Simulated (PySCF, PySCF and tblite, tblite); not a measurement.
# C5H13NSi: a path driven as rotation about a bond, and NMR exchange, part 2 of 2

PySCF and tblite. Atoms count from 0. Earlier steps stand in the parts before.

## Step 9: Shieldings, end: PBE0/pcSseg-1

Job settings and geometry (Å):

```
{"job": {"kind": "nmr", "xc": "PBE0", "basis": "pcSseg-1", "pop": false}, "charge": 0, "multiplicity": 1}
C      3.276086     0.165916    -0.367650
N      2.586094     0.477547     0.621454
Si     0.891950     0.582099     0.948006
C     -0.295430    -0.238549    -0.313817
C      0.071433    -1.712785    -0.501485
C     -1.774429    -0.134708     0.071233
C     -2.293058     1.296350     0.106410
H      2.883463    -0.162525    -1.336379
H      4.361190     0.212969    -0.296684
H      0.694008     2.029383     1.030512
H      0.779754    -0.093297     2.241422
H     -0.175340     0.258385    -1.285160
H     -0.069886    -2.261811     0.427731
H     -0.556018    -2.174929    -1.264119
H      1.110391    -1.826881    -0.803449
H     -1.925280    -0.597843     1.049399
H     -2.366517    -0.704171    -0.652797
H     -3.366488     1.305719     0.285001
H     -2.100585     1.795055    -0.841443
H     -1.810510     1.864450     0.897195
```

Standard output:

```text
coarse grid: 16176 points
cycle   1  E = -542.0014170380  dE =  5.103e-01  |g| = 5.242e-01  |ddm| = 3.801e+00
cycle   2  E = -541.9300430720  dE =  7.137e-02  |g| = 7.724e-01  |ddm| = 1.122e+00
cycle   3  E = -542.0679615319  dE = -1.379e-01  |g| = 1.348e-01  |ddm| = 7.070e-01
cycle   4  E = -542.0718254933  dE = -3.864e-03  |g| = 3.566e-02  |ddm| = 1.126e-01
cycle   5  E = -542.0721120937  dE = -2.866e-04  |g| = 8.787e-03  |ddm| = 3.859e-02
cycle   6  E = -542.0721295490  dE = -1.746e-05  |g| = 2.720e-03  |ddm| = 1.112e-02
cycle   7  E = -542.0721313553  dE = -1.806e-06  |g| = 3.097e-04  |ddm| = 2.393e-03
final grid: 148800 points
cycle   8  E = -542.1122897517  dE = -4.570e-05  |g| = 9.268e-03  |ddm| = 3.136e-02
cycle   9  E = -542.1122820723  dE =  7.679e-06  |g| = 1.085e-02  |ddm| = 1.735e-02
cycle  10  E = -542.1123115851  dE = -2.951e-05  |g| = 1.182e-03  |ddm| = 9.610e-03
cycle  11  E = -542.1123118587  dE = -2.736e-07  |g| = 4.038e-04  |ddm| = 9.612e-04
cycle  12  E = -542.1123118919  dE = -3.318e-08  |g| = 1.149e-04  |ddm| = 3.788e-04
cycle  13  E = -542.1123118949  dE = -3.058e-09  |g| = 2.991e-05  |ddm| = 1.282e-04
cycle  14  E = -542.1123118951  dE = -1.994e-10  |g| = 4.609e-06  |ddm| = 3.067e-05
converged SCF energy = -542.1123118951

GIAO shielding tensors (ppm)
atom      isotropic    diamagn.    paramagn.     s11        s22        s33       span
  0 C       16.087     253.941    -237.854    -78.680     -1.568    128.508    207.188
  1 N     -159.561     331.568    -491.129   -587.656   -180.503    289.477    877.133
  2 Si     383.751     882.633    -498.882    330.665    404.597    415.990     85.324
  3 C      162.866     254.896     -92.030    150.459    162.201    175.937     25.478
  4 C      167.188     249.121     -81.933    154.625    159.411    187.527     32.902
  5 C      155.415     248.353     -92.938    137.523    154.533    174.189     36.666
  6 C      169.804     247.192     -77.388    157.807    167.282    184.324     26.516
  7 H       22.813      33.098     -10.284     20.807     21.998     25.636      4.829
  8 H       22.940      26.246      -3.306     21.472     23.052     24.295      2.823
  9 H       26.429      31.172      -4.743     22.633     26.202     30.452      7.819
 10 H       26.705      31.206      -4.500     23.576     25.502     31.038      7.462
 11 H       30.698      35.874      -5.176     27.041     29.836     35.217      8.176
 12 H       30.853      32.018      -1.164     27.338     28.686     36.536      9.198
 13 H       30.496      31.383      -0.887     26.173     28.152     37.162     10.989
 14 H       30.473      32.786      -2.313     24.838     29.112     37.469     12.631
 15 H       30.415      32.587      -2.172     26.725     29.833     34.689      7.963
 16 H       30.244      32.135      -1.891     25.077     30.110     35.546     10.469
 17 H       30.495      28.010       2.484     25.869     27.677     37.938     12.069
 18 H       30.875      30.660       0.215     26.880     29.110     36.635      9.755
 19 H       30.622      30.835      -0.213     25.684     30.091     36.092     10.408
```

Wall time 21 s (1 thread of Arm Neoverse V2, shared host); peak memory 0.88 GiB.

In short: HOMO -6.67 eV, LUMO -0.67 eV; dipole 1.94 D.

## Step 10: Kinetics and line shapes

Job settings and geometry (Å):

```
{"job": {"smiles": "C=N[SiH2]C(C)CC", "charge": 0, "mult": 1, "motion": "rotation", "what": "imine", "atoms": [0, 1], "drives": [{"terms": [["t", [7, 0, 1, 2], 0.5], ["t", [8, 0, 1, 2], 0.5]], "by": 180, "n": 12}], "study": "path", "level": {"kind": "nmr", "xc": "PBE0", "basis": "pcSseg-1"}, "fields": [270, 500, 700], "first": 0, "seed": 650, "kind": "path"}, "charge": 0, "multiplicity": 1}
C      3.468258     0.026740    -0.100652
N      2.357861     0.561559    -0.283898
Si     0.902343     0.689511     0.626338
C     -0.398937    -0.178684    -0.469463
C      0.025287    -1.609778    -0.797142
C     -1.788234    -0.184409     0.167694
C     -2.359884     1.210395     0.378113
H      4.228063     0.093372    -0.876750
H      3.758423    -0.520485     0.801423
H      0.733810     2.140541     0.693640
H      0.874778     0.098534     1.974634
H     -0.468463     0.370542    -1.414126
H      0.105826    -2.205989     0.110535
H     -0.703590    -2.089258    -1.450689
H      0.990550    -1.618334    -1.298701
H     -1.747512    -0.706636     1.126991
H     -2.469197    -0.748332    -0.478640
H     -3.382321     1.151114     0.746401
H     -2.364509     1.763758    -0.558705
H     -1.767699     1.766518     1.099962
```

Standard output:

```text
stationary points (kcal/mol above the start)
  n  kind          group   xTB      DFT    lowest mode
  0  minimum      C1       0.00     0.00      35.9
  1  saddle       C1       5.15     6.11    -260.0
  2  minimum      C1       1.96     1.21      32.7

GFN2-xTB energies: T/K, barrier G, reaction G (kcal/mol), k forward, k back (1/s)
 150.00     4.41     1.84   1.16e+06   5.65e+08
 200.00     4.43     1.82      6e+07   5.82e+09
 250.00     4.46     1.79   6.61e+08   2.43e+10
 298.15     4.49     1.76   3.16e+09   6.22e+10
 350.00     4.54     1.74   1.07e+10   1.29e+11
 400.00     4.60     1.71   2.57e+10    2.2e+11
 500.00     4.73     1.65    8.9e+10   4.68e+11

PBE0/pcSseg-1 + D3(BJ) energies: T/K, barrier G, reaction G (kcal/mol), k forward, k back (1/s)
 150.00     5.37     1.09   4.69e+04    1.8e+06
 200.00     5.39     1.06    5.4e+06    7.8e+07
 250.00     5.41     1.03   9.62e+07   7.72e+08
 298.15     5.45     1.01   6.29e+08   3.45e+09
 350.00     5.50     0.98   2.69e+09    1.1e+10
 400.00     5.55     0.95   7.71e+09   2.55e+10
 500.00     5.69     0.89   3.39e+10   8.33e+10
```

It took 96 s on 1 thread of Arm Neoverse V2, shared host; peak memory 0.88 GiB. This counts the whole study up to here.

Barriers by level (kcal/mol; entropies in cal/(mol K)). Zero-point and thermal terms come from xTB in every row. ΔG‡ leaves symmetry out; the rate counts one path; effective ΔG‡, where given, is the barrier that would give that rate by Eyring's equation alone:

```
                 level   ΔE‡  with zero-point   ΔH‡   ΔS‡  ΔG‡ (298 K)  ΔE of reaction  k at 298 K (1/s)  effective ΔG‡
              GFN2-xTB  5.15             4.38  4.19  -1.0         4.49            1.96           3.2e+09           4.49
PBE0/pcSseg-1 + D3(BJ)  6.11             5.34  5.15  -1.0         5.45            1.21           6.3e+08           5.45
```

Sites that the driver pairs across this motion, and where their lines would merge (no couplings; faster rotations or exchange between molecules can average them sooner):

```csv
nucleus,sites: shielding (ppm),proton frequency (MHz),spread (Hz),coalescence (K),lines at 298 K
$^{29}$Si,Si2: 378.2; Si2 (end): 383.8,700,778,not given,–
$^{1}$H,H10: 27.08; H10 (end): 26.70,700,261,not given,–
$^{13}$C,C3: 161.6; C3 (end): 162.9,700,224,not given,–
$^{13}$C,C0: 14.9; C0 (end): 16.1,700,212,not given,–
$^{1}$H,H11: 30.46; H11 (end): 30.70,700,169,not given,–
$^{1}$H,H7: 23.01; H7 (end): 22.81,700,139,not given,–
$^{13}$C,C4: 167.9; C4 (end): 167.2,700,131,not given,–
$^{1}$H,"H12, H13, H14: 30.77; H12, H13, H14 (end): 30.61",700,116,not given,–
```

A dash: the driver gave no coalescence for this row (it judged the minor form too scarce).

Rows that set an atom against itself at the end compare its shielding in the two forms.

## Step 11: Summary of results

This closing draws on all 2 parts.

```
                               quantity                             value
       barrier (PBE0/pcSseg-1 + D3(BJ))  ΔE‡ 6.1, ΔG‡(298 K) 5.5 kcal/mol
                     barrier (GFN2-xTB)                  ΔE‡ 5.2 kcal/mol
                          rate at 298 K                       6.3e+08 s⁻¹
                        end of the path       1.2 kcal/mol from the start
stages that failed or stayed incomplete                                 1
```

The saddle has a nearly straight angle, C0–N1–Si2 (177°), which it lacks at the start: the motion passes through an in-plane inversion or a T-shaped form rather than a plain rotation or pyramidal inversion. The barrier is 6.1 kcal/mol at the DFT level (xTB: 5.2); with thermal terms and the count of paths the DFT value gives a rate of 6.3e+08 s⁻¹ at 298 K. An error of 1.4 kcal/mol changes that rate tenfold. It was not proven that each saddle links the two ends.
